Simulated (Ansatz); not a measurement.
Predict the output of the script below (the Python package of Ansatz (0.2.0)).

Script `scan.py`:
```python
"""Stretching a bond of Br2HSi, the rest held rigid."""

import ansatz as az
import numpy as np

molecule = (
    az.Crystal.molecule()
    .atom("Br", [-1.9656, 0.0161, -0.1572])
    .atom("Si", [0.0882, 0.095, 0.5154])
    .atom("Br", [1.1516, -1.5641, -0.47])
    .atom("H", [0.7814, 1.3928, 0.0915])
)

symbols = [site.symbol for site in molecule.cartesian_sites]
start = np.array([site.position_ang for site in molecule.cartesian_sites])
axis = (start[3] - start[1]) / np.linalg.norm(start[3] - start[1])
moving = [3]
lengths, energies = [1.347, 1.409, 1.47, 1.531, 1.592, 1.654, 1.715, 1.807], []
for length in lengths:
    xyz = start.copy()
    xyz[moving] += (length - np.linalg.norm(start[3] - start[1])) * axis
    point = az.Crystal.molecule()
    for symbol, place in zip(symbols, xyz):
        point = point.atom(symbol, place.tolist())
    calculation = (
        point.calculation()
        .basis(gaussian="def2-SVP")
        .functional("B3LYP")
        .spin("collinear", total=1)
    )
    data = calculation.run().report
    energies.append(data["free_energy_ev"])
    print(f"r = {length:6.3f} A  E = {energies[-1]:.5f} eV  <S^2> = {abs(data['mean_field']['state']['spin_squared']):.3f}")

# quartic fit about the minimum
fit = np.polynomial.Polynomial.fit(lengths, np.array(energies) - min(energies), 4).convert()
roots = [r.real for r in fit.deriv().roots() if abs(r.imag) < 1e-9 and fit.deriv(2)(r.real) > 0]
r_e = min(roots, key=lambda r: abs(r - lengths[int(np.argmin(energies))]))
print(f"minimum of the fit at {r_e:.4f} A, force constant {fit.deriv(2)(r_e):.2f} eV/A^2")
```

Output of `python scan.py`:
```text
r =  1.347 A  E = -147969.83160 eV  <S^2> = 0.752
r =  1.409 A  E = -147969.99680 eV  <S^2> = 0.752
r =  1.470 A  E = -147970.06591 eV  <S^2> = 0.752
r =  1.531 A  E = -147970.06446 eV  <S^2> = 0.752
r =  1.592 A  E = -147970.01002 eV  <S^2> = 0.752
r =  1.654 A  E = -147969.91479 eV  <S^2> = 0.752
r =  1.715 A  E = -147969.79304 eV  <S^2> = 0.753
r =  1.807 A  E = -147969.57571 eV  <S^2> = 0.754
minimum of the fit at 1.4983 A, force constant 16.69 eV/A^2
```

What to keep in mind:
- Total energies depend on the basis set; only differences at equal settings carry meaning.
- The rest of the molecule is held rigid at a force-field or estimated start geometry, and the basis set is modest; single-reference methods fail as a bond breaks.
- The run takes the species as open-shell (spin multiplicity 2), which needn't be its ground state.
- b3lyp holds the VWN-RPA fit, as in Gaussian; the form of ORCA and Turbomole is b3lyp5.
- Spin-orbit coupling of the heavy open-shell atom is left out.
- The whole script took 38 s on 1 thread of Arm Neoverse V2 (shared host), peak memory 0.34 GiB.
